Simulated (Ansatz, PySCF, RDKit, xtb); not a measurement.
# Solving BGeSiH6F, step by step

Only the formula BGeSiH6F is given. Aim: find the structure of lowest free energy at 298.15 K, then its properties.

Plan: many cheap relaxations first (GFN2-xTB), then density-functional screening, relaxation at PBE0-D3(BJ)/def2-SVP, vibrations and a final energy. The numbers are computed, not measured.

7 further runs of the same task are left out: 1 that didn't finish, 6 set aside as unsound or not needed.

**1. Drawing up candidates**

A program enumerates the bonding patterns with one Lewis structure each (two rings at most, one unusual centre or charged pair), with their diastereomers. O–O, O–halogen and N–halogen bonds and N–N–N chains are not drawn. That gives 21 candidates.

c104 F[BH2-][GeH+][SiH3]; c137 [BH3-][SiH+][GeH2][F]; c241 F[SiH2][BH2-][GeH2+]; c282 [F][GeH2][BH][SiH3]; c313 F[B]([SiH3])[GeH3]; c420 [BH3-][GeH+][SiH2]F; c443 [F][GeH2][BH2-][SiH2+]; c457 F[SiH2][BH][GeH3]; c581 F[B@H-]([SiH3])[GeH2+]; c607 B[Si@H](F)[GeH3]; c618 [BH3-][Ge+]([F])[SiH3]; c701 B[SiH2][GeH2][F]; c728 [BH2][GeH2][SiH2]F; c758 [F][GeH+][BH2-][SiH3]; c775 [BH2][Ge@H]([F])[SiH3]; c821 FB[SiH2][GeH3]; c846 F[SiH+][BH2-][GeH3]; c867 [BH3-][Si+](F)[GeH3]; c871 F[B@H-]([SiH2+])[GeH3]; c893 F[BH][GeH2][SiH3]; c896 F[BH2-][SiH+][GeH3].

Candidates are built by distance geometry, with a force field where one applies, in up to four conformers (letters a to d). 14 starts with atoms placed at random are added, to find patterns that the rules miss.

**Question.** With final energies at CCSD(T)/def2-SVP + MP2/def2-TZVPP - MP2/def2-SVP, which structure will this search put lowest in free energy, and by what margin?

| quantity | value |
| --- | --- |
| lowest structure found | F[BH][GeH2][SiH3], singlet, C1 |
| next finalist | [BH2][GeH2][SiH2]F, singlet, 6.5 kcal/mol higher in G |
| share at equilibrium, among the finalists | 100.0 % |
| harmonic wavenumbers, lowest and highest (PBE0-D3(BJ)/def2-SVP) | 38 and 2604 cm⁻¹ |
| rotational constants, same geometry | 0.1842, 0.05888, 0.04836 cm⁻¹ |
| dipole moment (PBE0/def2-TZVPD) | 0.56 D |
| HOMO energy (PBE0/def2-TZVPD) | -7.84 eV |
| LUMO energy (PBE0/def2-TZVPD) | -1.80 eV |
| HOMO–LUMO gap (PBE0/def2-TZVPD) | 6.05 eV |
| lowest excitation (TD-CAM-B3LYP/def2-SVPD) | 4.63 eV (f = 0.024) |
| strongest of the states computed, same level | 7.76 eV (f = 0.147) |
| lowest triplet excitation, same level, Tamm-Dancoff | 3.90 eV |
| vertical ionisation energy | 9.76 eV |
| vertical electron affinity | 0.18 eV |
| vertical triplet less singlet | +3.78 eV |

The search ends on `F[BH][GeH2][SiH3]`. Among the finalists first place is clear (6.5 kcal/mol); structures outside the list aren't covered. HF/STO-3G, r2SCAN-D4/def2-SVP, PBE0-D3(BJ)/def2-SVP, HF/def2-SVP and MP2/def2-SVP already put its bonding pattern lowest among the structures in one piece; GFN2-xTB favours the singlet [BH3][Ge]([F])[SiH3] ‡ (c618a, not a finalist). 8 minima inside the window were never screened. Lowest found is not proven lowest: the search is finite, and each finalist counts with one conformer. Patterns outside the rules of the enumeration were met only by chance. The lowest isomer need not be the one that is made and kept in a bottle, which depends on barriers.

‡ marks the bonded skeleton alone, with all bonds drawn single: no Lewis structure was assigned that passes a check against the bond lengths.
